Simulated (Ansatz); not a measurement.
# CH6SeSiTe: shift of H8 from Si3 to Se2, part 2 of 2

Aim: the minimum-energy path and barrier of the shift of H8 from Si3 to Se2. The ends are relaxed first, then joined by a nudged elastic band. SMILES of the start: C[Se][SiH2][TeH].

Ansatz 0.2.0; RKS revPBE/def2-SVP.

## (6) The band

crystal.atoms is end A as relaxed above, and neb.final_atoms is end B, turned to lie on A. With 7 inner images the band has 9 in all. The start path is listed, through a guess of the saddle.

The input, input.yaml:

```yaml
crystal:
  periodic: [false, false, false]
  atoms:
    - { symbol: C, position_ang: [0.910942, 1.653577, -0.151033] }
    - { symbol: Se, position_ang: [0.350228, 0.835887, 1.568941] }
    - { symbol: Si, position_ang: [-0.853022, -0.942509, 0.7455] }
    - { symbol: Te, position_ang: [0.517395, -2.538351, -0.704558] }
    - { symbol: H, position_ang: [1.416666, 0.897849, -0.782262] }
    - { symbol: H, position_ang: [0.040033, 2.085457, -0.679546] }
    - { symbol: H, position_ang: [1.62421, 2.458088, 0.111522] }
    - { symbol: H, position_ang: [-1.342269, -1.638203, 1.986292] }
    - { symbol: H, position_ang: [-2.023694, -0.52274, -0.105967] }
    - { symbol: H, position_ang: [-0.557389, -2.340256, -1.985889] }
basis:
  gaussian: { orbitals: def2-SVP }
hamiltonian:
  xc: revpbe
neb:
  order_check: false
  images: 7
  f_tol: 0.03
  max_iterations: 60
  final_atoms:
    - { symbol: C, position_ang: [0.78579066, 1.31664552, -0.00291054] }
    - { symbol: Se, position_ang: [-0.47453798, 0.71306537, 1.39737821] }
    - { symbol: Si, position_ang: [-1.57723682, -1.56810441, 0.69520106] }
    - { symbol: Te, position_ang: [0.20064402, -2.56945953, -0.9180493] }
    - { symbol: H, position_ang: [1.28108575, 0.42772448, -0.44050845] }
    - { symbol: H, position_ang: [0.16895557, 1.82740345, -0.76549611] }
    - { symbol: H, position_ang: [1.51319549, 2.02242561, 0.43958153] }
    - { symbol: H, position_ang: [0.57841851, 0.12154602, 2.2678436] }
    - { symbol: H, position_ang: [-2.2753029, -0.7202414, -0.39103191] }
    - { symbol: H, position_ang: [-0.11791231, -1.62220611, -2.2790081] }
  initial_path:
    images:
      - { positions_ang: [[0.910942, 1.653577, -0.151033], [0.350228, 0.835887, 1.568941], [-0.853022, -0.942509, 0.7455], [0.517395, -2.538351, -0.704558], [1.416666, 0.897849, -0.782262], [0.040033, 2.085457, -0.679546], [1.62421, 2.458088, 0.111522], [-1.342269, -1.638203, 1.986292], [-2.023694, -0.52274, -0.105967], [-0.557389, -2.340256, -1.985889]] }
      - { positions_ang: [[0.89532892, 1.61815212, -0.09816584], [0.33346778, 0.75312862, 1.57680839], [-0.88366175, -0.94012344, 0.63693778], [0.54862956, -2.4757191, -0.80225123], [1.40828144, 0.90408624, -0.75678921], [0.0045245, 2.05735844, -0.62442917], [1.58389934, 2.44556985, 0.17908099], [-1.20197883, -1.4455954, 2.01711662], [-1.9863428, -0.43239387, -0.19891229], [-0.61904816, -2.53566446, -1.92639606]] }
      - { positions_ang: [[0.87971584, 1.58272724, -0.04529867], [0.31670756, 0.67037024, 1.58467579], [-0.9143015, -0.93773788, 0.52837556], [0.57986411, -2.41308719, -0.89994446], [1.39989688, 0.91032347, -0.73131641], [-0.03098401, 2.02925988, -0.56931234], [1.54358869, 2.43305171, 0.24663999], [-1.06168865, -1.25298781, 2.04794125], [-1.9489916, -0.34204774, -0.29185757], [-0.68070732, -2.73107293, -1.86690312]] }
      - { positions_ang: [[0.86410276, 1.54730237, 0.00756849], [0.29994735, 0.58761186, 1.59254318], [-0.94494126, -0.93535231, 0.41981334], [0.61109867, -2.35045529, -0.9976377], [1.39151232, 0.91656071, -0.70584362], [-0.06649251, 2.00116131, -0.5141955], [1.50327803, 2.42053356, 0.31419898], [-0.92139848, -1.06038021, 2.07876587], [-1.9116404, -0.25170161, -0.38480286], [-0.74236648, -2.92648139, -1.80741018]] }
      - { positions_ang: [[0.84848968, 1.51187749, 0.06043565], [0.28318713, 0.50485348, 1.60041057], [-0.97558101, -0.93296675, 0.31125111], [0.64233323, -2.28782338, -1.09533093], [1.38312776, 0.92279794, -0.68037082], [-0.10200102, 1.97306275, -0.45907867], [1.46296738, 2.40801542, 0.38175797], [-0.7811083, -0.86777262, 2.10959049], [-1.8742892, -0.16135547, -0.47774814], [-0.80402565, -3.12188986, -1.74791724]] }
      - { positions_ang: [[0.83281493, 1.4630695, 0.0445991], [0.09375585, 0.55690645, 1.54965248], [-1.12599496, -1.09175117, 0.4072386], [0.53191093, -2.35823242, -1.05101052], [1.35761725, 0.79902958, -0.62040523], [-0.03426187, 1.93664793, -0.53568303], [1.47552441, 2.31161797, 0.39621386], [-0.4412266, -0.62044296, 2.14915377], [-1.97454262, -0.30107696, -0.45606908], [-0.63249731, -2.74696892, -1.88068995]] }
      - { positions_ang: [[0.81714017, 1.4142615, 0.02876255], [-0.09567543, 0.60895942, 1.49889439], [-1.27640892, -1.25053558, 0.50322609], [0.42148863, -2.42864146, -1.00669012], [1.33210675, 0.67526121, -0.56043963], [0.03347728, 1.9002331, -0.61228739], [1.48808143, 2.21522051, 0.41066975], [-0.1013449, -0.3731133, 2.18871705], [-2.07479605, -0.44079844, -0.43439003], [-0.46096898, -2.37204798, -2.01346267]] }
      - { positions_ang: [[0.80146542, 1.36545351, 0.01292601], [-0.2851067, 0.66101239, 1.4481363], [-1.42682287, -1.40932, 0.59921357], [0.31106632, -2.49905049, -0.96236971], [1.30659625, 0.55149285, -0.50047404], [0.10121643, 1.86381828, -0.68889175], [1.50063846, 2.11882306, 0.42512564], [0.2385368, -0.12578364, 2.22828032], [-2.17504947, -0.58051992, -0.41271097], [-0.28944064, -1.99712704, -2.14623538]] }
      - { positions_ang: [[0.78579066, 1.31664552, -0.00291054], [-0.47453798, 0.71306537, 1.39737821], [-1.57723682, -1.56810441, 0.69520106], [0.20064402, -2.56945953, -0.9180493], [1.28108575, 0.42772448, -0.44050845], [0.16895557, 1.82740345, -0.76549611], [1.51319549, 2.02242561, 0.43958153], [0.57841851, 0.12154602, 2.2678436], [-2.2753029, -0.7202414, -0.39103191], [-0.11791231, -1.62220611, -2.2790081]] }
```

On the command line:

```bash
$ ansatz run input.yaml --threads 2 --pin off --max-ram 3072MiB --backend cpu --events-out ev --progress --plain --runs-dir out
```

The program printed:

```text
Warning: RAYON_NUM_THREADS=2 ignored (pool sized by the plan → 2); use --threads N
Engine: ansatz 0.2.0, aarch64-unknown-linux-gnu
Functional definition: revPBE
  parameter kappa = 1.245
  parameter beta = 0.06672455060314922
  exchange = pbe_x(kappa = kappa, mu = beta*pi^2/3)
  correlation = pbe_c(beta = beta)
1368 factors; their error is unknown
mean field evaluation 1: about -81633.5689 eV, gradient 4.6e1 eV
mean field evaluation 2: about -81624.1930 eV, gradient 6.9e1 eV
mean field evaluation 4: about -81638.9564 eV, gradient 3.0e0 eV
mean field evaluation 8: about -81638.9880 eV, gradient 9.9e-2 eV
mean field evaluation 16: about -81638.8508 eV, gradient 1.8e-4 eV
mean field -81638.85083727 eV, -3000.1724314689 hartree, gradient 3.0e-5 eV, S^2 0.000000; 0 other end points of the search recorded, 0 dependent functions left out
[... 4 lines left out ...]
mean field -81637.35826541 eV, -3000.1175804650 hartree, gradient 2.7e-5 eV, S^2 0.000000; 0 other end points of the search recorded, 0 dependent functions left out
[... 2 lines left out ...]
NEB end point (image 0): max|allowed force component| = 1.227e-2 eV/Å (the criterion of neb.relax_end_points is 1.000e-2)
NEB end point (image 8): max|allowed force component| = 9.718e-3 eV/Å (the criterion of neb.relax_end_points is 1.000e-2)
[... 1 line left out ...]
mean field -81638.64366359 eV, -3000.1648179769 hartree, gradient 4.0e-5 eV, S^2 0.000000; 0 other end points of the search recorded, 0 dependent functions left out
[... 4 lines left out ...]
mean field -81638.09477171 eV, -3000.1446465720 hartree, gradient 4.0e-5 eV, S^2 0.000000; 0 other end points of the search recorded, 0 dependent functions left out
[... 3 lines left out ...]
mean field -81637.18093377 eV, -3000.1110636474 hartree, gradient 2.3e-5 eV, S^2 0.000000; 0 other end points of the search recorded, 0 dependent functions left out
[... 4 lines left out ...]
mean field -81635.85737606 eV, -3000.0624237986 hartree, gradient 8.9e-6 eV, S^2 0.000000; 0 other end points of the search recorded, 0 dependent functions left out
[... 4 lines left out ...]
mean field -81634.21408965 eV, -3000.0020341369 hartree, gradient 1.7e-5 eV, S^2 0.000000; 1 other end points of the search recorded, 0 dependent functions left out
[... 4 lines left out ...]
mean field -81632.26086115 eV, -2999.9302543134 hartree, gradient 1.9e-5 eV, S^2 0.000000; 1 other end points of the search recorded, 0 dependent functions left out
[... 3 lines left out ...]
mean field -81634.91501184 eV, -3000.0277925523 hartree, gradient 2.2e-5 eV, S^2 0.000000; 0 other end points of the search recorded, 0 dependent functions left out
[... from here on, the SCF cycles and remarks between the steps are left out, and one step in 5 is shown ...]
NEB iter   1: max|band force component| = 1.126e1 eV/Å  barrier→ = 6.5900 eV  barrier← = 5.0974 eV  Δτ_max = 0.2000 Å  (297 SCF iters)
NEB iter   2: max|band force component| = 3.428e0 eV/Å  barrier→ = 3.0011 eV  barrier← = 1.5086 eV  Δτ_max = 0.2000 Å  (222 SCF iters)
NEB iter   5: max|band force component| = 1.206e0 eV/Å  barrier→ = 2.3894 eV  barrier← = 0.8968 eV  Δτ_max = 0.2000 Å  (220 SCF iters)
NEB iter  10: max|band force component| = 5.948e-1 eV/Å  barrier→ = 2.0289 eV  barrier← = 0.5363 eV  Δτ_max = 0.1999 Å  (205 SCF iters)
NEB iter  15: max|band force component| = 3.129e-1 eV/Å  barrier→ = 2.0118 eV  barrier← = 0.5192 eV  CI = image 5  Δτ_max = 0.1435 Å  (200 SCF iters)
NEB iter  20: max|band force component| = 1.283e-1 eV/Å  barrier→ = 1.9752 eV  barrier← = 0.4826 eV  CI = image 5  Δτ_max = 0.0660 Å  (202 SCF iters)
NEB iter  25: max|band force component| = 5.841e-2 eV/Å  barrier→ = 1.9705 eV  barrier← = 0.4780 eV  CI = image 5  Δτ_max = 0.0330 Å  (209 SCF iters)
NEB iter  30: max|band force component| = 6.743e-2 eV/Å  barrier→ = 1.9693 eV  barrier← = 0.4767 eV  CI = image 5  Δτ_max = 0.0658 Å  (209 SCF iters)
NEB iter  35: max|band force component| = 7.279e-2 eV/Å  barrier→ = 1.9682 eV  barrier← = 0.4756 eV  CI = image 5  Δτ_max = 0.0330 Å  (200 SCF iters)
NEB iter  40: max|band force component| = 5.245e-2 eV/Å  barrier→ = 1.9672 eV  barrier← = 0.4747 eV  CI = image 5  Δτ_max = 0.0165 Å  (204 SCF iters)
NEB iter  45: max|band force component| = 6.820e-2 eV/Å  barrier→ = 1.9668 eV  barrier← = 0.4742 eV  CI = image 5  Δτ_max = 0.0165 Å  (214 SCF iters)
NEB iter  50: max|band force component| = 1.176e-1 eV/Å  barrier→ = 1.9666 eV  barrier← = 0.4740 eV  CI = image 5  Δτ_max = 0.0659 Å  (203 SCF iters)
NEB iter  55: max|band force component| = 2.083e-1 eV/Å  barrier→ = 1.9663 eV  barrier← = 0.4738 eV  CI = image 5  Δτ_max = 0.1985 Å  (202 SCF iters)
NEB iter  60: max|band force component| = 2.650e-1 eV/Å  barrier→ = 1.9662 eV  barrier← = 0.4737 eV  CI = image 5  Δτ_max = 0.0501 Å  (204 SCF iters)
[...]
this run last wrote the band of iteration 60 to <dir>
Error: NEB band did not converge after 60 iterations: max|band force component| = 2.65e-1 eV/Å (threshold 3.0e-2); raise `neb.max_iterations` in a new run, which can start from the last band evaluated (`neb.initial_path`, with `crystal.atoms` and `neb.final_atoms` set to its first and last images), add images, or start from endpoints closer to local minima. Where this run's directory can be resumed (`checkpoint.write`), a resume goes on for up to `neb.max_iterations` more; to start a new run from the last band, take its images' positions from the `neb_iteration` event of iteration 60 (`data.images[].positions_ang`), in the event stream of the run that computed that iteration (not this run's, if it was resumed behind it). With `checkpoint.write`, `steps/00-neb/state/checkpoint.json` in the run directory holds the last saved band, under `neb.evaluated.images[].positions_ang` (a band under a hybrid functional on support functions is neither saved nor resumed: `neb.initial_path` says where its path is): check the last entry of `neb.iterations` there, which is earlier than 60 if that iteration was not saved or its write failed. If the band's step has no `state` directory and holds `state.next`, a write was cut short, and the file is under `state.next` instead (behind a loss of power it can be under `state.prev`)
this run wrote the band of iteration 60 to <dir> as well, whether or not its events were kept: a new run's `neb.initial_path` can list its `images[].positions_ang`
a run's events are kept only if it was started with --events-out <file>, and are in that file
```

It took 17 min on 2 threads of Arm Neoverse V1, shared host; peak memory 0.18 GiB.

## (7) The band, image by image

The run ended unconverged after 60 band iterations. The table shows its last band, which is no minimum-energy path. Images 0 and 8 are the ends. Energies count from image 0; the path length is the program's own measure over all atoms.

| image | path (Å) | energy (eV) | H8–Si3 (Å) | H8–Se2 (Å) | band force (eV/Å) |
| --- | --- | --- | --- | --- | --- |
| 0 | 0.000 | 0.0000 | 1.50 | 3.03 | - |
| 1 | 3.252 | 0.0252 | 1.51 | 3.23 | 0.064 |
| 2 | 6.503 | 0.0786 | 1.51 | 3.10 | 0.090 |
| 3 | 9.784 | -0.0212 | 1.51 | 3.19 | 0.021 |
| 4 | 13.064 | -0.0152 | 1.51 | 3.27 | 0.265 |
| 5* | 16.319 | 1.9662 | 1.68 | 1.75 | 0.003 |
| 6 | 18.623 | 1.5496 | 3.24 | 1.50 | 0.051 |
| 7 | 20.927 | 1.5667 | 3.25 | 1.49 | 0.018 |
| 8 | 23.230 | 1.4926 | 3.16 | 1.49 | - |

The star marks the climbing image.

image, energy (eV) and a bar:
```
        0      0.000 
        1      0.025 #
        2      0.079 ##
        3     -0.021 
        4     -0.015 
        5      1.966 ##############################
        6      1.550 ########################
        7      1.567 ########################
        8      1.493 #######################
```

The top of the band by iteration:

| iteration | highest image above image 0 (eV) | largest band force (eV/Å) |
| --- | --- | --- |
| 1 | 6.5900 | 11.264 |
| 6 | 2.2670 | 0.851 |
| 11 | 1.9789 | 0.500 |
| 16 | 1.9985 | 0.168 |
| 21 | 1.9733 | 0.094 |
| 26 | 1.9704 | 0.061 |
| 31 | 1.9690 | 0.074 |
| 36 | 1.9680 | 0.065 |
| 41 | 1.9672 | 0.047 |
| 46 | 1.9667 | 0.078 |
| 51 | 1.9666 | 0.134 |
| 56 | 1.9663 | 0.248 |
| 60 | 1.9662 | 0.265 |

The band as a trajectory file:

```xyz
10
image=0 dE=0.0000
C     0.911    1.654   -0.151
Se    0.350    0.836    1.569
Si   -0.853   -0.943    0.746
Te    0.517   -2.538   -0.705
H     1.417    0.898   -0.782
H     0.040    2.085   -0.680
H     1.624    2.458    0.112
H    -1.342   -1.638    1.986
H    -2.024   -0.523   -0.106
H    -0.557   -2.340   -1.986
10
image=1 dE=0.0252
C     1.084    1.432   -0.117
Se   -0.776    1.323    0.574
Si   -1.009   -0.961    0.775
Te    0.005   -2.302   -1.133
H     1.747    0.709    0.391
H     1.083    1.257   -1.209
H     1.432    2.462    0.096
H    -0.330   -1.551    1.987
H    -2.496   -1.157    0.918
H    -0.658   -1.263   -2.280
10
image=2 dE=0.0786
C     1.188    1.679    0.375
Se   -0.620    1.289   -0.361
Si   -0.757   -0.948    0.219
Te   -0.564   -2.743   -1.585
H     1.248    1.352    1.429
H     1.992    1.220   -0.228
H     1.292    2.779    0.335
H     0.410   -1.230    1.130
H    -2.060   -1.146    0.944
H    -2.047   -2.304   -2.254
10
image=3 dE=-0.0212
C     1.051    1.613   -0.011
Se   -0.911    1.301   -0.063
Si   -0.921   -0.901    0.606
Te    0.147   -2.575   -0.989
H     1.585    0.743   -0.438
H     1.244    2.503   -0.638
H     1.380    1.806    1.026
H    -0.143   -1.105    1.881
H    -2.375   -1.219    0.820
H    -0.975   -2.216   -2.191
10
image=4 dE=-0.0152
C     0.977    1.602   -0.286
Se   -0.978    1.204   -0.304
Si   -1.023   -0.844    0.745
Te    0.392   -2.678   -0.312
H     1.108    2.436   -1.000
H     1.296    1.914    0.724
H     1.532    0.710   -0.629
H    -0.511   -0.881    2.167
H    -2.494   -1.165    0.745
H    -0.214   -2.349   -1.847
10
image=5 dE=1.9662
C     0.993    1.527    0.009
Se   -0.928    1.208    0.355
Si   -0.762   -1.446    0.905
Te    0.411   -2.479   -1.113
H     1.347    0.851   -0.793
H     1.081    2.582   -0.316
H     1.583    1.377    0.932
H    -0.518    0.054    1.609
H    -2.247   -1.500    0.585
H    -0.877   -2.225   -2.172
10
image=6 dE=1.5496
C     1.157    1.338    0.227
Se   -0.742    0.778    0.344
Si   -0.407   -1.792    0.720
Te    0.024   -2.145   -1.831
H     1.767    0.433    0.050
H     1.252    2.039   -0.622
H     1.452    1.830    1.170
H    -0.929    1.236    1.759
H    -1.946   -1.871    0.594
H    -1.543   -1.898   -2.407
10
image=7 dE=1.5667
C     1.034    1.270    0.128
Se   -0.663    0.842    1.043
Si   -1.024   -1.839    0.708
Te    0.156   -2.207   -1.570
H     1.791    0.500    0.364
H     0.808    1.241   -0.953
H     1.361    2.280    0.436
H    -0.053    0.756    2.399
H    -2.350   -1.395    0.051
H    -0.978   -1.500   -2.604
10
image=8 dE=1.4926
C     0.786    1.317   -0.003
Se   -0.475    0.713    1.397
Si   -1.577   -1.568    0.695
Te    0.201   -2.569   -0.918
H     1.281    0.428   -0.441
H     0.169    1.827   -0.765
H     1.513    2.022    0.440
H     0.578    0.122    2.268
H    -2.275   -0.720   -0.391
H    -0.118   -1.622   -2.279
```

## (8) The band again, with other settings

crystal.atoms is end A as relaxed above, and neb.final_atoms is end B, turned to lie on A. With 7 inner images the band has 9 in all. The start path is listed, through a guess of the saddle.

Changes to input.yaml since step 6:

```diff
@@ -20,3 +20,3 @@
   images: 7
-  f_tol: 0.03
+  f_tol: 0.5
   max_iterations: 60
```

On the command line:

```bash
$ ansatz run input.yaml --threads 2 --pin off --max-ram 3072MiB --backend cpu --events-out ev --progress --plain --runs-dir out
```

The program printed, cut to the lines that bear on the results:

```text
Warning: RAYON_NUM_THREADS=2 ignored (pool sized by the plan → 2); use --threads N
[...]
[... 1 set-up line as earlier in the session ...]
[...]
1368 factors; their error is unknown
[...]
mean field -81638.85083727 eV, -3000.1724314689 hartree, gradient 3.0e-5 eV, S^2 0.000000; 0 other end points of the search recorded, 0 dependent functions left out
[...]
reference -81638.85088212 eV, -3000.1724331174 hartree; 42, 42 occupied and 78, 78 virtual orbitals, 1368 factors
1368 factors; their error is unknown
[...]
mean field -81637.35826541 eV, -3000.1175804650 hartree, gradient 2.7e-5 eV, S^2 0.000000; 0 other end points of the search recorded, 0 dependent functions left out
[...]
reference -81637.35831200 eV, -3000.1175821771 hartree; 42, 42 occupied and 78, 78 virtual orbitals, 1368 factors
NEB end point (image 0): max|allowed force component| = 1.227e-2 eV/Å (the criterion of neb.relax_end_points is 1.000e-1)
[...]
Atom 0 at     0.981908     1.532429     0.042152 Å, force     0.153299    -0.257737     0.126963 eV/Å
Atom 1 at    -0.798490     1.367558     0.870221 Å, force     0.029460    -0.124779     0.081705 eV/Å
Atom 2 at    -0.875632    -1.734262     0.982683 Å, force     0.073835    -0.115371    -0.306265 eV/Å
Atom 3 at     0.432745    -2.245426    -1.161157 Å, force    -0.291479    -0.061929    -0.013667 eV/Å
Atom 4 at     1.312840     0.507751    -0.232644 Å, force    -0.000642     0.110326    -0.147624 eV/Å
Atom 5 at     0.892949     2.141557    -0.874513 Å, force    -0.080233     0.020804    -0.041958 eV/Å
Atom 6 at     1.724311     1.977996     0.729658 Å, force    -0.082846     0.084670     0.087222 eV/Å
Atom 7 at    -0.498355    -0.082500     1.571737 Å, force     0.050605     0.420007     0.063057 eV/Å
Atom 8 at    -2.242158    -1.535118     0.327550 Å, force    -0.047587    -0.044267     0.003967 eV/Å
Atom 9 at    -0.847018    -1.981185    -2.252688 Å, force     0.195590    -0.031724     0.146599 eV/Å
Dipole moment:     0.166966     0.165780    -0.136670 e Å
this run last wrote the band of iteration 11 to <dir>
```

It took 3.5 min on 2 threads of Arm Neoverse V1, shared host; peak memory 0.19 GiB.

## (9) What the band shows

Images 0 and 8 are the ends. Energies count from image 0; the path length is the program's own measure over all atoms.

| image | path (Å) | energy (eV) | H8–Si3 (Å) | H8–Se2 (Å) | band force (eV/Å) |
| --- | --- | --- | --- | --- | --- |
| 0 | 0.000 | 0.0000 | 1.50 | 3.03 | - |
| 1 | 0.970 | 0.0334 | 1.50 | 3.04 | 0.062 |
| 2 | 1.938 | 0.1091 | 1.51 | 3.15 | 0.142 |
| 3 | 2.904 | 0.1204 | 1.49 | 3.12 | 0.364 |
| 4 | 3.867 | 1.4103 | 1.46 | 2.35 | 0.461 |
| 5* | 4.818 | 1.9791 | 1.79 | 1.64 | 0.311 |
| 6 | 5.768 | 1.7730 | 2.68 | 1.48 | 0.318 |
| 7 | 6.721 | 1.5345 | 3.14 | 1.48 | 0.177 |
| 8 | 7.676 | 1.4926 | 3.16 | 1.49 | - |

The star marks the climbing image.

image, energy (eV) and a bar:
```
        0      0.000 
        1      0.033 #
        2      0.109 ##
        3      0.120 ##
        4      1.410 #####################
        5      1.979 ##############################
        6      1.773 ###########################
        7      1.534 #######################
        8      1.493 #######################
```

## (10) What came out

This closing draws on all 2 parts.

```
                                  quantity                                                      value
                                     end A                                   19 moves, 0.416 eV lower
                                     end B                                   20 moves, 3.396 eV lower
                          first band: band                          not converged after 60 iterations
first band: highest image of the last band           1.97 eV above image 0 (no barrier of the system)
                               second band  top 1.979 eV above image 0, 11 iterations, 7 inner images
               time, first and second band                                         17 min and 3.5 min
```

**Reading.** In the first band: without a converged band there is no barrier to report. Its largest force still stood at 0.27 eV/Å, against a threshold of 0.03. By distance, end A alone has Si3–H8 and end B alone has Se2–H8. As for the second band: the force threshold is loose, so the band stops early.
